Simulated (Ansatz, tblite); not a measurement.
# AsH2(SiH3) (SiAsH₅): rung by rung

One table from this session's results is given with a row withheld; the runs are named, their logs left out.

The runs use Ansatz 0.2.0, Gaussian basis; as each input shows.

Plan: GFN1-xTB, GFN2-xTB, PBE-D4/def2-TZVP, r2SCAN-D4/def2-TZVP, LDA/def2-TZVP, r2SCANh-D4/def2-TZVP, ωB97X-V/def2-TZVP, HSE06-D4/def2-TZVP, r2SCAN0-D4/def2-TZVP, ωB97M-V/def2-TZVP, BHLYP-D4/def2-TZVP, PBE-D4/def2-SVP, PBE0-D4/def2-SVP, HF/STO-3G, PBE0-D4/def2-TZVPD, PBE-D4/def2-TZVPD, r2SCAN-D4/def2-TZVPD, CCSD(T)/def2-TZVPP, MP2/def2-TZVP, RPA/def2-TZVP, CCSD(T)/def2-TZVPD.

### The geometry

The singlet was relaxed beforehand with r2SCAN-D4/def2-TZVP.

7 atoms, charge 0, spin multiplicity 1.

Bond lengths: As1–H2 1.522 Å, As1–H3 1.522 Å, As1–Si4 2.368 Å, Si4–H5 1.485 Å, Si4–H6 1.485 Å, Si4–H7 1.485 Å. Angles: H2–As1–H3 91.9°, H2–As1–Si4 91.8°, H3–As1–Si4 91.9°, As1–Si4–H5 113.6°, As1–Si4–H6 108.2°, As1–Si4–H7 108.1°, H5–Si4–H6 109.0°, H5–Si4–H7 109.0°, H6–Si4–H7 108.8°.

PBE0-D4/def2-TZVP was run before; its log isn't repeated, and its numbers join the tables.

The first run:

Tight binding, by tblite at 300 K electronic temperature and without a spin-polarisation term:

```python
tblite.interface.Calculator('GFN1-xTB', numbers, positions, charge=0, uhf=0).singlepoint()
```

Tight binding, by tblite at 300 K electronic temperature and without a spin-polarisation term:

```python
tblite.interface.Calculator('GFN2-xTB', numbers, positions, charge=0, uhf=0).singlepoint()
```

start.molden holds the orbitals of an earlier run on this state, given as this run's starting guess.

in.yaml reads:

```yaml
crystal:
  periodic: [false, false, false]
  atoms:
    - {symbol: As, position_ang: [0.611343, 1.016001, 1.047915]}
    - {symbol: H, position_ang: [1.815703, 1.023101, 0.117909]}
    - {symbol: H, position_ang: [-0.097941, 2.077273, 0.219648]}
    - {symbol: Si, position_ang: [-0.413122, -0.735831, -0.172021]}
    - {symbol: H, position_ang: [-0.391992, -0.528717, -1.642053]}
    - {symbol: H, position_ang: [-1.822698, -0.852827, 0.280056]}
    - {symbol: H, position_ang: [0.298698, -1.999000, 0.148536]}
basis:
  gaussian: {orbitals: def2-TZVP, initial_orbitals: start.molden}
hamiltonian: {xc: pbe, dispersion: d4}
scf: {omitted_lower_state_checks: [starts]}
output: {forces: true, orbitals: {seedname: orbitals}}
```

On the command line:

```console
$ ansatz run in.yaml --threads 4 --pin off --events-out ev --progress --plain --max-ram 3916MiB
```

Among the steps run: PBE-D4/def2-TZVP; r2SCAN-D4/def2-TZVP; LDA/def2-TZVP; r2SCANh-D4/def2-TZVP; ωB97X-V/def2-TZVP; HSE06-D4/def2-TZVP; r2SCAN0-D4/def2-TZVP; ωB97M-V/def2-TZVP; BHLYP-D4/def2-TZVP; PBE-D4/def2-SVP; PBE0-D4/def2-SVP; HF/STO-3G; PBE0-D4/def2-TZVPD; PBE-D4/def2-TZVPD; r2SCAN-D4/def2-TZVPD; CCSD(T)/def2-TZVPP; MP2/def2-TZVP; RPA/def2-TZVP; CCSD(T)/def2-TZVPD.

One table of the session follows, with a row left open; its other results are not shown here.

| level | HOMO (eV) | LUMO (eV) | gap (eV) |
| --- | --- | --- | --- |
| HF/STO-3G | -7.25 | 9.43 | 16.68 |
| LDA/def2-TZVP | -6.63 | -0.86 | 5.77 |
| PBE-D4/def2-SVP | -6.47 | -0.38 | 6.09 |
| PBE-D4/def2-TZVP | -6.51 | -0.64 | 5.87 |
| PBE-D4/def2-TZVPD | -6.54 | -0.85 | 5.68 |
| r2SCAN-D4/def2-TZVP | -6.77 | -0.33 | 6.44 |
| r2SCAN-D4/def2-TZVPD | -6.78 | -0.45 | 6.33 |
| r2SCANh-D4/def2-TZVP | -7.16 | -0.05 | 7.11 |
| PBE0-D4/def2-SVP | -7.56 | 0.45 | 8.01 |
| PBE0-D4/def2-TZVP | -7.56 | 0.17 | 7.73 |
| PBE0-D4/def2-TZVPD | -7.58 | -0.14 | 7.44 |
| r2SCAN0-D4/def2-TZVP | -7.74 | 0.36 | 8.10 |
| HSE06-D4/def2-TZVP | -7.17 | -0.20 | 6.97 |
| BHLYP-D4/def2-TZVP | ? | ? | ? |
| ωB97X-V/def2-TZVP | -9.77 | 2.14 | 11.90 |
| ωB97M-V/def2-TZVP | -9.63 | 1.83 | 11.47 |

Estimate the missing values for BHLYP-D4/def2-TZVP.

**Answer.** HOMO (eV): -8.47; LUMO (eV): 1.02; gap (eV): 9.49. In the column «HOMO (eV)» it lies between ωB97M-V/def2-TZVP (-9.63) and r2SCAN0-D4/def2-TZVP (-7.74).
